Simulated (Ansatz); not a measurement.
# ClCrH₂NO₂: vertical ionisation energy

An exercise on one series of results from a longer session: the logs are not shown, and one member is left open.

The runs use Ansatz 0.2.0, Gaussian basis; unrestricted cation, the program's frozen cores in correlated methods.

Plan: UKS PBE-D4/def2-TZVPP; UKS r2SCAN-D4/def2-TZVPP; UKS PBE0-D4/def2-TZVPP; UKS B3LYP-D4/def2-TZVPP; UKS wB97X-V/def2-TZVPP; UKS wB97M-V/def2-TZVPP; UKS B2PLYP/def2-TZVPP; UHF-CCSD(T)/def2-TZVPP; UHF-MP2/def2-QZVPP; extrapolation to the limit; then −ε(HOMO) from the neutral's earlier runs with LDA (SPW92), PBE-D4, revPBE-D4, BLYP-D4, r2SCAN-D4, B97M-V, PBE0-D4, B3LYP-D4, r2SCANh-D4, r2SCAN0-D4, HSE06-D4, BHLYP-D4, CAM-B3LYP-D4, LC-ωPBE, ωB97X-V, ωB97M-V.

## The geometry

All runs share one geometry, relaxed beforehand with PBE0-D4 in a triple-zeta def2 set.

SMILES `[NH2][Cr](=[O])(=[O])[Cl]`, 7 atoms, charge 0, spin multiplicity 1.

Atoms are counted from 1 here; the program's logs count them from 0.

Bond lengths: N1–Cr2 1.773 Å, N1–H6 1.010 Å, N1–H7 1.010 Å, Cr2–O3 1.544 Å, Cr2–O4 1.544 Å, Cr2–Cl5 2.137 Å. Angles: Cr2–N1–H6 122.5°, Cr2–N1–H7 122.5°, H6–N1–H7 113.6°, N1–Cr2–O3 108.4°, N1–Cr2–O4 108.4°, N1–Cr2–Cl5 109.7°, O3–Cr2–O4 112.4°, O3–Cr2–Cl5 109.0°, O4–Cr2–Cl5 109.0°.

Set-up of the first run:

Contents of in.yaml:

```yaml
crystal:
  periodic: [false, false, false]
  atoms:
    - {symbol: N, position_ang: [-0.844229, 0.525100, 0.473101]}
    - {symbol: Cr, position_ang: [0.496213, -0.390849, -0.238767]}
    - {symbol: O, position_ang: [1.485666, -0.760738, 0.887595]}
    - {symbol: O, position_ang: [-0.084744, -1.636346, -0.942864]}
    - {symbol: Cl, position_ang: [1.505706, 0.817814, -1.682938]}
    - {symbol: H, position_ang: [-0.762186, 1.010824, 1.354709]}
    - {symbol: H, position_ang: [-1.796436, 0.434195, 0.149176]}
basis:
  gaussian: {orbitals: def2-TZVPP}
total_charge: 1
magnetization: {spin_polarized: true, initial_magnetization: 1}
hamiltonian: {xc: pbe, dispersion: d4}
```

Started as:

```sh
> ansatz run in.yaml --threads 2 --pin off --events-out ev --progress --plain --max-ram 20480MiB --backend cpu
```

Among the steps run: Cation, UKS PBE-D4/def2-TZVPP; Cation, UKS r2SCAN-D4/def2-TZVPP; Cation, UKS PBE0-D4/def2-TZVPP; Cation, UKS B3LYP-D4/def2-TZVPP; Cation, UKS wB97X-V/def2-TZVPP; Cation, UKS wB97M-V/def2-TZVPP; Cation, UKS B2PLYP (frozen core)/def2-TZVPP; Cation, UHF-CCSD(T)/def2-TZVPP; Cation, UHF-MP2/def2-QZVPP.

One of the session's tables, all rows but one given; the rest of the session is left out.

It belongs to the step «Ionisation energies side by side». Orbital estimates, from the neutral's runs:

```
  functional  −ε(HOMO) (eV)
 LDA (SPW92)           7.57
      PBE-D4           7.37
   revPBE-D4           7.30
     BLYP-D4           7.24
   r2SCAN-D4           7.70
      B97M-V           7.75
     PBE0-D4           8.70
    B3LYP-D4           8.47
  r2SCANh-D4           8.19
  r2SCAN0-D4           8.93
    HSE06-D4           8.30
    BHLYP-D4           9.93
CAM-B3LYP-D4          10.03
     LC-ωPBE          11.35
     ωB97X-V              ?
     ωB97M-V          10.87
```

Q: Estimate the row for ωB97X-V from the others.

As computed: −ε(HOMO) (eV): 10.99. In the column «−ε(HOMO) (eV)» it lies between ωB97M-V (10.87) and LC-ωPBE (11.35).
